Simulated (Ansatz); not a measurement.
# CaIr2: further runs on the relaxed cell

The task here is to estimate one member of a computed series from the others.

Program: Ansatz 0.2.0. Level of theory: DFT PBEsol, scalar-relativistic, plane waves, PAW. These are calculated values, not measurements.

1 further run of the same task is left out (set aside as unsound or not needed).

### Starting point

Symmetry: Fd-3m, No. 227, cubic system. The conventional cell has a = 7.485 Å, b = 7.485 Å, c = 7.485 Å, α = 90.00°, β = 90.00°, γ = 90.00°. Around Ca (site symmetry -43m) lie 12 Ir at 3.10 Å and 4 Ca at 3.24 Å. Around Ir (site symmetry -3m) lie 6 Ir at 2.65 Å and 6 Ca at 3.10 Å.

Structure file:

```cif
data_structure
_symmetry_space_group_name_H-M 'P 1'
_symmetry_Int_Tables_number 1
_cell_length_a 5.2924
_cell_length_b 5.2924
_cell_length_c 5.2924
_cell_angle_alpha 60.000
_cell_angle_beta 60.000
_cell_angle_gamma 60.000
_cell_volume 104.82
loop_
_atom_site_label
_atom_site_type_symbol
_atom_site_fract_x
_atom_site_fract_y
_atom_site_fract_z
_atom_site_occupancy
Ca1 Ca 0.25000 0.25000 0.25000 1
Ca2 Ca 0.00000 0.00000 0.00000 1
Ir1 Ir 0.62500 0.62500 0.62500 1
Ir2 Ir 0.12500 0.62500 0.62500 1
Ir3 Ir 0.62500 0.12500 0.62500 1
Ir4 Ir 0.62500 0.62500 0.12500 1
```

It goes back to an entry of the Materials Project, which need not be the stable form.

It is the result of an earlier relaxation at this level (volume 17.47 Å³/atom; gap on the mesh: none (metal)).

Set-up of the first run:

Input file input.yaml:

```yaml
crystal:
  lattice:
    - [0.0, 3.7423253437, 3.7423253437]
    - [3.7423253437, 0.0, 3.7423253437]
    - [3.7423253437, 3.7423253437, 0.0]
  atoms:
    - { symbol: Ca, position: [0.25, 0.25, 0.25] }
    - { symbol: Ca, position: [0.0, 0.0, 0.0] }
    - { symbol: Ir, position: [0.625, 0.625, 0.625] }
    - { symbol: Ir, position: [0.125, 0.625, 0.625] }
    - { symbol: Ir, position: [0.625, 0.125, 0.625] }
    - { symbol: Ir, position: [0.625, 0.625, 0.125] }
basis:
  ecutwfc: 420
kpoints:
  mp_grid: { grid: [8, 8, 8] }
  band_path:
    path:
      - [[0.0, 0.0, 0.0], [0.5, 0.0, 0.5], [0.625, 0.25, 0.625]]
      - [[0.375, 0.375, 0.75], [0.0, 0.0, 0.0], [0.5, 0.5, 0.5], [0.5, 0.25, 0.75], [0.5, 0.0, 0.5]]
    npoints: 14
hamiltonian:
  xc: pbesol
scf:
  occupations: { method: gaussian, width: 0.1 }
  n_extra_bands: 15
output:
  forces: true
  stress: true
  eigenvalues: true
  populations: true
  dos: { projected: true, de: 0.02, nscf_kmesh: { grid: [12, 12, 12] } }
  bader: true
  write_density: true
  write_potential: true
  elf: true
  volumetric_format: npy
```

On the command line:

```bash
$ ansatz run input.yaml --threads 2 --pin off --max-ram 5120MiB --backend cpu --events-out ev --progress --plain --runs-dir out
```

Steps of the session up to this table: Static run: bands, density of states and charges; The cell scaled to 0.97 of its volume; The cell scaled to 1.03 of its volume; Volume × 0.94; The cell scaled to 1.06 of its volume.

One of the session's tables, all rows but one given; the rest of the session is left out.

It belongs to the step «Fit of the equation of state». 

| volume (Å³/atom) | energy above the lowest point (meV/atom) | pressure (GPa) |
| --- | --- | --- |
| 16.422 | 40.8 | 13.29 |
| 16.946 | 9.6 | 6.09 |
| 17.470 | 0.0 | 0.02 |
| 17.995 | ? | ? |
| 18.519 | 32.6 | -9.38 |

Estimate the missing values for volume (Å³/atom) = 17.995.

Worked estimate for «energy above the lowest point (meV/atom)». A straight line through the neighbours (17.470, 0.0) and (18.519, 32.6) gives 0.0 + (32.6 − 0.0) × (17.995 − 17.470) / (18.519 − 17.470) = 16.3; a parabola fitted to 3 rows on both sides gives 7.7.

The run gave: energy above the lowest point (meV/atom): 8.6; pressure (GPa): -5.08. In «energy above the lowest point (meV/atom)» the line misses by +7.7 and the parabola by -0.9.
